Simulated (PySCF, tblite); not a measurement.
**C4H9ClSSi: geometry, infrared bands and NMR shifts**

What infrared bands and NMR shifts should C4H9ClSSi (`CCC(=S)C[SiH2]Cl`) show?

Programs: tblite 0.8.0 and PySCF 2.14.0, with density-fitted response routines of our own. Each step states its level of theory. These are calculated values for one molecule in the gas phase, unless marked as measured. Atoms count from 0, in the outputs and in this text.

### Step 1. The starting structure

16 atoms, charge 0, multiplicity 1; geometry from: force field or distance geometry start.

Bonds of the start (Å): C0–C1 1.50, C1–C2 1.49, C2–S3 1.43, C2–C4 1.48, C4–Si5 1.85, Si5–Cl6 2.10, C0–H7 1.10, C0–H8 1.11, C0–H9 1.13, C1–H10 1.12, C1–H11 1.12, C4–H12 1.11, C4–H13 1.11, Si5–H14 1.47, Si5–H15 1.49.

### Step 2. Optimising the geometry with GFN2-xTB

The job: settings as JSON, then the geometry in Å.

```
{"job": {"kind": "relax", "xc": "GFN2-xTB", "basis": "xTB"}, "charge": 0, "multiplicity": 1}
C     -2.492000    -0.456300    -0.492200
C     -1.422800    -0.343800     0.550100
C     -0.148000    -0.011200    -0.152700
S     -0.049100     0.180000    -1.564200
C      1.064300     0.149900     0.676200
Si     2.583800     0.573600    -0.296900
Cl     3.866800    -1.062700    -0.569200
H     -2.735500    -1.514300    -0.670000
H     -2.135000     0.075600    -1.394400
H     -3.391800     0.102200    -0.103500
H     -1.306300    -1.276100     1.159400
H     -1.655500     0.540600     1.191000
H      1.280300    -0.760700     1.267500
H      0.885100     0.972300     1.393000
H      2.301400     1.297100    -1.549800
H      3.346600     1.542800     0.544100
```

Command:

```bash
> OMP_NUM_THREADS=1 python probes_run.py task.json out
```

The driver reads the jobs from task.json and runs them one after another.

**Question.** This job is followed by: GFN2-xTB harmonic vibrations, gas phase; GIAO PBE0/pcSseg-1 NMR shielding, non-relativistic, gas phase. Predict these results of the whole session: strongest single infrared mode (GFN2-xTB); zero-point energy (GFN2-xTB); 13C shifts against TMS (PBE0/pcSseg-1); 1H shifts against TMS (PBE0/pcSseg-1, means over atoms taken as alike); 33S shifts against CS2 (PBE0/pcSseg-1); 29Si shifts against TMS (PBE0/pcSseg-1); 35Cl shifts against HCl (PBE0/pcSseg-1).

**Answer**, as computed:

```
                                                              quantity                        value
                             strongest single infrared mode (GFN2-xTB)         708 cm⁻¹, 365 km/mol
                                          zero-point energy (GFN2-xTB)                73.4 kcal/mol
                                13C shifts against TMS (PBE0/pcSseg-1)  270.6, 55.1, 47.9, 16.4 ppm
1H shifts against TMS (PBE0/pcSseg-1, means over atoms taken as alike)   5.00, 3.84, 2.98, 1.28 ppm
                                33S shifts against CS2 (PBE0/pcSseg-1)                      920 ppm
                               29Si shifts against TMS (PBE0/pcSseg-1)                     -7.8 ppm
                               35Cl shifts against HCl (PBE0/pcSseg-1)                      -43 ppm
```

**Reading.** Over 229 steps the energy fell by 2.056 eV; of the close pairs, C2–S3 changed most, 1.428 to 1.629 Å. All 42 modes are real, so the xTB geometry is a minimum. The strongest single mode, at 708 cm⁻¹, moves mainly H15 and H14. Unscaled tight-binding wavenumbers are off by several per cent, some by more. Its intensities can rank the bands wrongly. C2 (thiocarbonyl carbon) lies farthest downfield among carbon, at 270.6 ppm; low-lying n→π* states of the double bond to the heteroatom give a large paramagnetic term (-346 ppm). At PBE0/pcSseg-1: The widest tensor belongs to S3: span 2306 ppm, with a paramagnetic part of -1475 ppm.
